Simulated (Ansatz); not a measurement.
**F2HInSe: one species, many methods**

The task here is to estimate one member of a computed series from the others.

Method: functionals in def2-TZVPP, the program's frozen cores in correlated methods; program: Ansatz 0.2.0, Gaussian basis.

Levels to be run: LDA (SPW92), PBE-D4, revPBE-D4, BLYP-D4, r2SCAN-D4, B97M-V, PBE0-D4, B3LYP-D4, r2SCANh-D4, r2SCAN0-D4, HSE06-D4, BHLYP-D4, CAM-B3LYP-D4, LC-ωPBE, ωB97X-V, ωB97M-V, B2PLYP, PBE-QIDH; CCSD(T)/def2-SVP; CCSD(T)/def2-TZVPP; CCSD(T)/def2-QZVPP; extrapolation to the limit; RPA on PBE.

### Structure used throughout

An earlier PBE0-D4 in a triple-zeta def2 set relaxation fixed the geometry. In takes the def2 core potential; no spin-orbit term is included.

SMILES `[F][In]([F])[SeH]`, 5 atoms, charge 0, spin multiplicity 1.

Atoms are counted from 1 here; the program's logs count them from 0.

Bond lengths: F1–In2 1.934 Å, In2–F3 1.932 Å, In2–Se4 2.459 Å, Se4–H5 1.471 Å. Angles: F1–In2–F3 111.5°, F1–In2–Se4 123.9°, F3–In2–Se4 124.6°, In2–Se4–H5 89.9°.

Set-up of the first run:

File in.yaml:

```yaml
crystal:
  periodic: [false, false, false]
  atoms:
    - {symbol: F, position_ang: [-0.410434, -1.135454, 1.702863]}
    - {symbol: In, position_ang: [0.451325, -0.435842, 0.118626]}
    - {symbol: F, position_ang: [2.122874, -1.338081, -0.234412]}
    - {symbol: Se, position_ang: [-0.475877, 1.375040, -1.263011]}
    - {symbol: H, position_ang: [-1.637987, 1.460637, -0.365467]}
basis:
  gaussian: {orbitals: def2-TZVPP}
hamiltonian: {xc: lda}
output: {orbitals: {seedname: orbitals}}
```

The run is started by

```
> ansatz run in.yaml --threads 2 --pin off --events-out ev --progress --plain --max-ram 32768MiB --backend cpu
```

Steps of the session up to this table: LDA; PBE-D4 (GGA); revPBE-D4 (GGA); BLYP-D4 (GGA); r2SCAN-D4 (meta-GGA); B97M-V (meta-GGA); B3LYP-D4 (hybrid); r2SCANh-D4 (hybrid); r2SCAN0-D4 (hybrid); HSE06-D4 (hybrid); BHLYP-D4 (hybrid); CAM-B3LYP-D4 (range-separated); LC-ωPBE (range-separated); ωB97X-V (range-separated); ωB97M-V (range-separated); B2PLYP (double hybrid); PBE-QIDH (double hybrid).

One table of the session follows, with a row left open; its other results are not shown here.

It belongs to the step «Orbital energies across the functionals». 

```
  functional  HOMO (eV)  LUMO (eV)  gap (eV)
 LDA (SPW92)      -7.18      -3.89      3.28
      PBE-D4      -6.97      -3.54      3.44
   revPBE-D4      -6.90      -3.40      3.50
     BLYP-D4      -6.82      -3.52      3.31
   r2SCAN-D4      -7.27      -3.34      3.93
      B97M-V      -7.29      -3.38      3.92
     PBE0-D4      -8.16      -2.68      5.48
    B3LYP-D4      -7.93      -3.01      4.92
  r2SCANh-D4      -7.71      -3.03      4.68
  r2SCAN0-D4      -8.36      -2.56      5.80
    HSE06-D4      -7.76      -3.04      4.72
    BHLYP-D4      -9.18      -1.85      7.33
CAM-B3LYP-D4      -9.45      -1.77      7.68
     LC-ωPBE     -10.78      -0.44     10.34
     ωB97X-V     -10.43      -0.61      9.82
     ωB97M-V          ?          ?         ?
```

Estimate the missing values for ωB97M-V.

As computed: HOMO (eV): -10.30; LUMO (eV): -0.76; gap (eV): 9.55. In the column «HOMO (eV)» it lies between ωB97X-V (-10.43) and CAM-B3LYP-D4 (-9.45).
